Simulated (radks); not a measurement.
# Pd in [Kr] 4d8 5d2: an all-electron calculation

Aim: the levels, the sizes of the orbitals and the parts of the energy of neutral palladium.

Program: radks (a radial shooting solver on a logarithmic mesh, Libxc functionals) version 1. Level of theory: Dirac Kohn-Sham, PBEsol, spin-unpolarised, spherical densities, finite nucleus; open shells are shared between the two j in proportion to 2j + 1. These are calculated values, not measurements, unless marked.

### Step 1. Starting point

- element: palladium (Z = 46)
- charge: 0
- electrons: 46
- configuration: [Kr] 4d8 5d2
- nuclear rms radius: 4.5318 fm

Outer shells as boxes (Hund's rule):

Pd
```
[Kr] core
4d [↑↓][↑↓][↑↓][↑ ][↑ ]
5d [↑ ][↑ ][  ][  ][  ]
```

### Step 2. The calculation

Input:

```text
Z 46
configuration [Kr] 4d8 5d2
relativity Dirac
functional pbe_sol,pbe_sol
spin unpolarised
j_filling average
nucleus finite rms 4.5318 fm
c 137.035999084
```

Command:

```sh
$ python run_ks.py task.json out
```

This one command runs every case of the session in turn.

**Question.** What will this run give?

As calculated:

| quantity | value |
| --- | --- |
| total energy | -5043.58497 hartree |
| exchange-correlation share of it | 2.80 % |
| −T/E | 1.0444 |
| highest occupied level | 5d5/2, -1.181 eV |
| most extended occupied level | 5d5/2, <r> = 7.02 bohr |
| radius at density 0.001 e/bohr³ | 4.86 bohr |
| maxima of the radial density | 5 |

What this shows: 5 principal shells are occupied and 5 maxima appear in the radial density. −T/E is 1.044: with relativity the kinetic term as defined here no longer equals −E. This is not the tabulated ground configuration, so its levels and sizes aren't those of the ground state, and no measured value stands beside it.
